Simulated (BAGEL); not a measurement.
# singlet GeH2Br+: levels of theory compared

We compute a comparison of 6 runs (HF/STO-3G, HF/3-21G, B3LYP/6-31G*, B3LYP/aug-cc-pVDZ, PBE0/aug-cc-pVDZ, RI-MP2/aug-cc-pVDZ) of singlet GeH2Br+. 

Program for the calculation: BAGEL 1.2.2.

1 further run of the same task is left out (set aside as unsound or not needed).

### Step 1. The structure to begin with

The species is GeH2Br+ (4 atoms), meant as a singlet with charge +1. SMILES of the parent species: `[GeH2][Br]`. Geometry: relaxed at PBE0-D4/def2-TZVP. That shape belongs to the parent species and isn't relaxed for this state.

Bond lengths: Ge1–Br2 2.308 Å, Ge1–H3 1.546 Å, Ge1–H4 1.546 Å. Angles: Br2–Ge1–H3 107.1°, Br2–Ge1–H4 107.1°, H3–Ge1–H4 111.8°.

### Step 2. The energy at HF/STO-3G (density fitting with qzvpp-jkfit) (run 1)

Input file input.json:

```json
{ "bagel": [

{
  "title": "molecule",
  "basis": "sto-3g",
  "df_basis": "qzvpp-jkfit",
  "angstrom": true,
  "geometry": [
    { "atom": "Ge", "xyz": [       0.070100,      -0.433600,      -0.287800 ] },
    { "atom": "Br", "xyz": [       1.030500,       0.294100,       1.680700 ] },
    { "atom": "H", "xyz": [      -1.452500,      -0.535300,      -0.040300 ] },
    { "atom": "H", "xyz": [       0.407400,       0.614600,      -1.372800 ] }
  ]
},

{ "title": "hf", "charge": 1 },

{ "title": "print", "file": "orbitals.molden", "orbitals": true }

]}
```

Run with:

```sh
$ BAGEL_NUM_THREADS=1 BAGEL input.json > input.out
```

Output:

```text
* using 1 threads per process

  ===============================================================
  ===============================================================

  *** Geometry ***

  { "atom" : "Ge", "xyz" : [      0.132470,     -0.819385,     -0.543863 ] },
  { "atom" : "Br", "xyz" : [      1.947363,      0.555768,      3.176063 ] },
  { "atom" : "H", "xyz" : [     -2.744827,     -1.011570,     -0.076156 ] },
  { "atom" : "H", "xyz" : [      0.769874,      1.161426,     -2.594216 ] },

  Number of auxiliary basis functions:      568

  Since a DF basis is specified, we compute 2- and 3-index integrals:
    o Being stored without compression. Storage requirement is 0.007 GB

  Number of basis functions:       38
  Number of electrons      :       69

    * METHOD: MOLECULE                             0.20

  *** RHF ***

  === Nuclear Repulsion ===
   290.7302697315

      * DIIS with orbital gradients will be used.

  === RHF iteration (sto-3g) ===
      0      -4597.26766511          0.00923243           0.04
      1      -4597.34088580          0.00344240           0.04
      2      -4597.34930506          0.00068731           0.04
      3      -4597.34995419          0.00020842           0.04
      4      -4597.35002941          0.00009065           0.04
      5      -4597.35004667          0.00001391           0.04
      6      -4597.35004700          0.00000456           0.04
      7      -4597.35004704          0.00000155           0.04
      8      -4597.35004704          0.00000040           0.04
      9      -4597.35004704          0.00000012           0.04
     10      -4597.35004704          0.00000005           0.04
     11      -4597.35004704          0.00000002           0.04
     12      -4597.35004704          0.00000000           0.04
    * SCF iteration converged.

    * Permanent dipole moment:
           (    0.681198,     0.961618,     1.780625) a.u.

    * METHOD: HF                                   0.64

    * METHOD: PRINT                                0.00

  ===============================================================
```

Run time: 1 s. Hardware: 1 thread of Arm Neoverse V2, shared host.

### Step 3. The energy at HF/3-21G (density fitting with qzvpp-jkfit) (run 2)

Input file hf.json:

```json
{ "bagel" : [

{
  "title" : "molecule",
  "basis" : "3-21g",
  "df_basis" : "qzvpp-jkfit",
  "angstrom" : "true",
  "geometry" : [
    { "atom" : "Ge", "xyz" : [    0.070100,   -0.433600,   -0.287800 ] },
    { "atom" : "Br", "xyz" : [    1.030500,    0.294100,    1.680700 ] },
    { "atom" : "H", "xyz" : [   -1.452500,   -0.535300,   -0.040300 ] },
    { "atom" : "H", "xyz" : [    0.407400,    0.614600,   -1.372800 ] }
  ]
},
{
  "title" : "hf",
  "charge" : 1
},
{
  "title" : "print",
  "file" : "orbitals.molden",
  "orbitals" : "true"
}

]}
```

Run with:

```sh
$ BAGEL_NUM_THREADS=1 BAGEL hf.json > hf.out
```

Output:

```text
* using 1 threads per process

  ===============================================================
  ===============================================================

  *** Geometry ***

  { "atom" : "Ge", "xyz" : [      0.132470,     -0.819385,     -0.543863 ] },
  { "atom" : "Br", "xyz" : [      1.947363,      0.555768,      3.176063 ] },
  { "atom" : "H", "xyz" : [     -2.744827,     -1.011570,     -0.076156 ] },
  { "atom" : "H", "xyz" : [      0.769874,      1.161426,     -2.594216 ] },

  Number of auxiliary basis functions:      568

  Since a DF basis is specified, we compute 2- and 3-index integrals:
    o Being stored without compression. Storage requirement is 0.010 GB

  Number of basis functions:       48
  Number of electrons      :       69

    * METHOD: MOLECULE                             0.20

  *** RHF ***

  === Nuclear Repulsion ===
   290.7302697315

      * DIIS with orbital gradients will be used.

  === RHF iteration (3-21g) ===
      0      -4626.13197142          0.01129878           0.05
      1      -4626.20197314          0.00548812           0.05
      2      -4626.21563825          0.00096732           0.05
      3      -4626.21626082          0.00029786           0.05
      4      -4626.21635759          0.00013590           0.05
      5      -4626.21638264          0.00002701           0.05
      6      -4626.21638346          0.00000631           0.05
      7      -4626.21638351          0.00000177           0.05
      8      -4626.21638351          0.00000088           0.05
      9      -4626.21638352          0.00000019           0.05
     10      -4626.21638352          0.00000005           0.05
     11      -4626.21638352          0.00000002           0.05
     12      -4626.21638352          0.00000001           0.05
    * SCF iteration converged.

    * Permanent dipole moment:
           (    0.784884,     0.993964,     1.953319) a.u.

    * METHOD: HF                                   0.78

    * METHOD: PRINT                                0.00

  ===============================================================
```

Wall time 1.1 s (1 thread of Arm Neoverse V2, shared host); peak memory 0.095 GiB.

Run 3 isn't shown in full; the table further down has it.

### Step 4. The energy at B3LYP/aug-cc-pVDZ (density fitting with qzvpp-jkfit) (run 4)

Input file input.json:

```json
{ "bagel": [

{
  "title": "molecule",
  "basis": "aug-cc-pvdz.json",
  "df_basis": "qzvpp-jkfit",
  "angstrom": "true",
  "geometry": [
    { "atom": "Ge", "xyz": [    0.070100,   -0.433600,   -0.287800 ] },
    { "atom": "Br", "xyz": [    1.030500,    0.294100,    1.680700 ] },
    { "atom": "H", "xyz": [   -1.452500,   -0.535300,   -0.040300 ] },
    { "atom": "H", "xyz": [    0.407400,    0.614600,   -1.372800 ] }
  ]
},
{
  "title": "ks",
  "xc_func": "b3lyp",
  "charge": 1
},
{
  "title": "print",
  "file": "orbitals.molden",
  "orbitals": "true"
}

]}
```

The basis set aug-cc-pVDZ is read from a file made from the Basis Set Exchange's data (not shown).

Run with:

```sh
$ BAGEL_NUM_THREADS=1 BAGEL input.json > input.out
```

Output:

```text
* using 1 threads per process

  ===============================================================
  ===============================================================

  *** Geometry ***

  { "atom" : "Ge", "xyz" : [      0.132470,     -0.819385,     -0.543863 ] },
  { "atom" : "Br", "xyz" : [      1.947363,      0.555768,      3.176063 ] },
  { "atom" : "H", "xyz" : [     -2.744827,     -1.011570,     -0.076156 ] },
  { "atom" : "H", "xyz" : [      0.769874,      1.161426,     -2.594216 ] },

  Number of auxiliary basis functions:      568

  Since a DF basis is specified, we compute 2- and 3-index integrals:
    o Being stored without compression. Storage requirement is 0.037 GB

  Number of basis functions:       90
  Number of electrons      :       69

    * METHOD: MOLECULE                             0.30

  *** Kohn-Sham DFT ***

    * Removing 5268 points whose weight is below 1.00e-10
    * Grid points: 54356

  === Nuclear Repulsion ===
   290.7302697315

       - DIIS with orbital gradients will be used.

  === KS iteration (b3lyp / aug-cc-pvdz.json) ===
      0      -4640.22700295          0.07629552           0.28
      1      -4634.50601737          0.11483304           0.26
      2      -4639.97098675          0.06108715           0.26
[... 16 lines of this table left out ...]
     19      -4652.05142368          0.00000000           0.26
    * SCF iteration converged.

    * Permanent dipole moment:
           (    0.637983,     0.573100,     1.385043) a.u.

    * METHOD: KS                                   5.35

    * METHOD: PRINT                                0.01

  ===============================================================
```

It took 6 s on 1 thread of Arm Neoverse V2, shared host; peak memory 0.3 GiB.

Run 5 isn't shown in full; the table further down has it.

### Step 5. The energy at RI-MP2/aug-cc-pVDZ (density fitting with qzvpp-jkfit) (run 6)

Input file calc.json:

```json
{ "bagel" : [

{
  "title" : "molecule",
  "basis" : "aug-cc-pvdz.json",
  "df_basis" : "qzvpp-jkfit",
  "angstrom" : "true",
  "geometry" : [
    { "atom" : "Ge", "xyz" : [       0.070100,      -0.433600,      -0.287800 ] },
    { "atom" : "Br", "xyz" : [       1.030500,       0.294100,       1.680700 ] },
    { "atom" : "H", "xyz" : [      -1.452500,      -0.535300,      -0.040300 ] },
    { "atom" : "H", "xyz" : [       0.407400,       0.614600,      -1.372800 ] }
  ]
},

{ "title" : "hf", "charge" : 1 },

{ "title" : "mp2", "charge" : 1, "ncore" : 18 }

]}
```

The basis set aug-cc-pVDZ is read from a file made from the Basis Set Exchange's data (not shown).

Run with:

```sh
$ BAGEL_NUM_THREADS=1 BAGEL calc.json > calc.out
```

Output:

```text
* using 1 threads per process

  ===============================================================
  ===============================================================

  *** Geometry ***

  { "atom" : "Ge", "xyz" : [      0.132470,     -0.819385,     -0.543863 ] },
  { "atom" : "Br", "xyz" : [      1.947363,      0.555768,      3.176063 ] },
  { "atom" : "H", "xyz" : [     -2.744827,     -1.011570,     -0.076156 ] },
  { "atom" : "H", "xyz" : [      0.769874,      1.161426,     -2.594216 ] },

[... 23 lines left out ...]
    * SCF iteration converged.
[... 1 line left out ...]
    * Permanent dipole moment:
[... 2 lines left out ...]
    * METHOD: HF                                   1.83

  *** RHF ***

  === Nuclear Repulsion ===
   290.7302697315

      * DIIS with orbital gradients will be used.

  === RHF iteration (aug-cc-pvdz.json) ===
      0      -4648.57973349          0.00000000           0.10
    * SCF iteration converged.

    * Permanent dipole moment:
           (    0.736762,     0.829208,     1.743951) a.u.

  === DF-MP2 calculation ===

    * freezing 18 orbitals
    * 3-index integral transformation done
    * assembly done

      MP2 correlation energy:   -0.2427906075      0.05

      MP2 total energy:       -4648.8225241007

    * METHOD: MP2                                  0.26

  ===============================================================
```

Run time: 2.6 s. Hardware: 1 thread of Arm Neoverse V2, shared host; peak memory 0.15 GiB.

### Step 6. Overview of the runs

```
run                                                                 level  frozen core orbitals   energy (Eh)  HOMO energy (eV)  LUMO energy (eV)  HOMO–LUMO gap (eV)  wall time
  1                          HF/STO-3G (density fitting with qzvpp-jkfit)                     –  -4597.350047            -15.26             -5.85                9.41        1 s
  2                           HF/3-21G (density fitting with qzvpp-jkfit)                     –  -4626.216384            -17.08             -7.96                9.13      1.1 s
  3  B3LYP/6-31G* (density fitting with qzvpp-jkfit, spherical functions)                     –  -4651.512060            -14.17            -11.24                2.93        6 s
  4                  B3LYP/aug-cc-pVDZ (density fitting with qzvpp-jkfit)                     –  -4652.051424            -14.18            -11.21                2.97        6 s
  5                   PBE0/aug-cc-pVDZ (density fitting with qzvpp-jkfit)                     –  -4651.413294            -14.41            -10.96                3.45      5.7 s
  6                 RI-MP2/aug-cc-pVDZ (density fitting with qzvpp-jkfit)                    18  -4648.822524                 –                 –                   –      2.6 s
```

### Step 7. Results

| quantity | value |
| --- | --- |
| run 6: total energy | -4648.82252 Eh |
| run 6: correlation energy (18 core orbitals frozen) | -242.8 mEh |

In words: Over runs 1, 2, 3, 4, 5 the HOMO–LUMO gap runs from 2.93 eV (B3LYP/6-31G*) to 9.41 eV (HF/STO-3G). The two ends differ in method and basis. Totals of different functionals can't be ranked against each other. In run 1 the basis is minimal, so the values are rough. All runs together took 22 s, the longest 6 s.
